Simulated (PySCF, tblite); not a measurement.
**C₅H₅ClFO₂ radical: geometry, infrared bands and EPR parameters**

Aim: predict the infrared bands and EPR parameters of C₅H₅ClFO₂ radical (`O=C([CH]OCF)/C=C/Cl`).

Computed with tblite 0.8.0 and PySCF 2.14.0, with density-fitted response routines of our own, on a single molecule in the gas phase. Atoms are numbered from 0 throughout.

## (1) The molecule as given

14 atoms, charge 0, multiplicity 2; geometry from: force field or distance geometry start.

Bonds of the start (Å): O0–C1 1.22, C1–C2 1.50, C2–O3 1.37, O3–C4 1.41, C4–F5 1.36, C1–C6 1.48, C6–C7 1.33, C7–Cl8 1.72, C2–H9 1.08, C4–H10 1.10, C4–H11 1.10, C6–H12 1.10, C7–H13 1.09.

## (2) Geometry optimisation with GFN2-xTB

The job: settings as JSON, then the geometry in Å.

```
{"job": {"kind": "relax", "xc": "GFN2-xTB", "basis": "xTB"}, "charge": 0, "multiplicity": 2}
O     -0.089400     0.162800    -1.220200
C     -0.363200    -0.053900    -0.055000
C      0.669900    -0.039500     1.025900
O      2.001600     0.233300     0.883000
C      2.474200     0.507400    -0.413100
F      3.808700     0.731600    -0.302800
C     -1.726200    -0.372700     0.418600
C     -2.713100    -0.415500    -0.464900
Cl    -4.330300    -0.781800    -0.024100
H      0.410000    -0.237300     2.059200
H      2.342700    -0.349500    -1.089300
H      2.022600     1.419600    -0.818700
H     -1.902400    -0.564000     1.484500
H     -2.605900    -0.240800    -1.535200
```

Command:

```
> OMP_NUM_THREADS=1 python probes_run.py task.json out
```

This one command runs all jobs of the session in turn.

**Question.** This job is followed by: GFN2-xTB harmonic vibrations, gas phase; UKS B3LYP, pcH-1 on C Cl F H O, non-relativistic, mean-field spin-orbit, GIAO. Predict these results of the whole session: strongest single infrared mode (GFN2-xTB); zero-point energy (GFN2-xTB); g(iso) (B3LYP); ⟨S²⟩; largest a(iso) (averaged by class); potential on the surface of density 0.002 e/bohr³, 1st and 99th percentile.

The runs gave:

| quantity | value |
| --- | --- |
| strongest single infrared mode (GFN2-xTB) | 1555 cm⁻¹, 297 km/mol |
| zero-point energy (GFN2-xTB) | 56.4 kcal/mol |
| g(iso) (B3LYP) | 2.00525 |
| ⟨S²⟩ | 0.759 (exact 0.75) |
| largest a(iso) (averaged by class) | 13C on C2, 42.2 MHz |
| potential on the surface of density 0.002 e/bohr³, 1st and 99th percentile | -1.30 V and 1.66 V |

In words: The optimisation took 20 steps and gained 0.155 eV; among the close pairs (by a distance rule), C1–C2 changed most, from 1.495 to 1.422 Å. No mode is imaginary among the 36: a minimum at this level. The strongest single mode, at 1555 cm⁻¹, moves mainly C1. Unscaled tight-binding wavenumbers are off by several per cent, some by more. Its intensities can rank the bands wrongly. C2 carries the largest spin population, 0.56 e. The isotropic g lies 2.9 ppt above the free-electron value.
